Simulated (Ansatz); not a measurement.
# Hf (Hafnium): how the settings move a relaxation

Question: which choices in the input matter for Hf (Hafnium)?

Computed with Ansatz 0.2.0 (reference: DFT, PBEsol, PAW with Ansatz's default frozen-core files, scalar-relativistic; relaxation of cell and atoms, unless a step's input says otherwise).

3 further runs of the same task are left out: 3 that didn't finish. Runs told in other sessions of the task aren't counted.

### Step 1. The system as given

It takes space group P6_3/mmc (No. 194, hexagonal). Conventional cell: a = 3.197 Å, b = 3.197 Å, c = 5.058 Å, α = 90.00°, β = 90.00°, γ = 120.00°. Around Hf (site symmetry -6m2) lie 12 Hf at 3.13 to 3.20 Å.

As a file:

```cif
data_structure
_symmetry_space_group_name_H-M 'P6_3/mmc'
_symmetry_Int_Tables_number 194
_cell_length_a 3.1967
_cell_length_b 3.1967
_cell_length_c 5.0578
_cell_angle_alpha 90.000
_cell_angle_beta 90.000
_cell_angle_gamma 120.000
_cell_volume 44.76
loop_
_atom_site_label
_atom_site_type_symbol
_atom_site_symmetry_multiplicity
_atom_site_Wyckoff_symbol
_atom_site_fract_x
_atom_site_fract_y
_atom_site_fract_z
_atom_site_occupancy
Hf1 Hf 2 c 0.33333 0.66667 0.25000 1
```

### Step 2. Baseline

The input, input.yaml:

```yaml
crystal:
  lattice:
    - [3.19670000001, 0.0, 0.0]
    - [-1.59835, 2.76842340829, 0.0]
    - [0.0, 0.0, 5.0578]
  atoms:
    - { symbol: Hf, position: [0.333333333333, 0.666666666667, 0.25] }
    - { symbol: Hf, position: [0.666666666667, 0.333333333333, 0.75] }
kpoints:
  mp_grid: { grid: [14, 14, 8] }
scf:
  occupations: { method: fermi_dirac, width: 0.05 }
hamiltonian:
  xc: pbesol
  pseudopotentials: { kind: paw }
relax:
  f_tol: 0.002
  max_steps: 80
  cell: {}
output:
  forces: true
  stress: true
```

Launch:

```
> ansatz run input.yaml --threads 1 --pin off --max-ram 3072MiB --backend cpu --events-out ev --progress --plain --runs-dir out
```

### Step 3. Changed: f_tol 0.1, max_displacement 0.1

Changes to input.yaml since step 2:

```diff
@@ -16,5 +16,6 @@
 relax:
-  f_tol: 0.002
+  f_tol: 0.1
   max_steps: 80
   cell: {}
+  max_displacement: 0.1
 output:
```

Before running it: what results should come out? Wanted: for each run, ending; energy change; pressure; gap; force.

As calculated:

| run | ending | energy change | pressure (GPa) | gap (eV) | force (eV/Å) | cycles | time |
| --- | --- | --- | --- | --- | --- | --- | --- |
| reference | converged | 0 | 0.0 | 0.00 | 0.00 | 30 | 23 s |
| 1: f_tol 0.1, max_displacement 0.1 | converged | 0.0 meV/atom | 0.0 | 0.00 | 0.00 | 30 | 23 s |

What this shows: Energy and cycle count are those of the reference, so the change (convergence setting and walk settings) left the result and the number of cycles as they were.
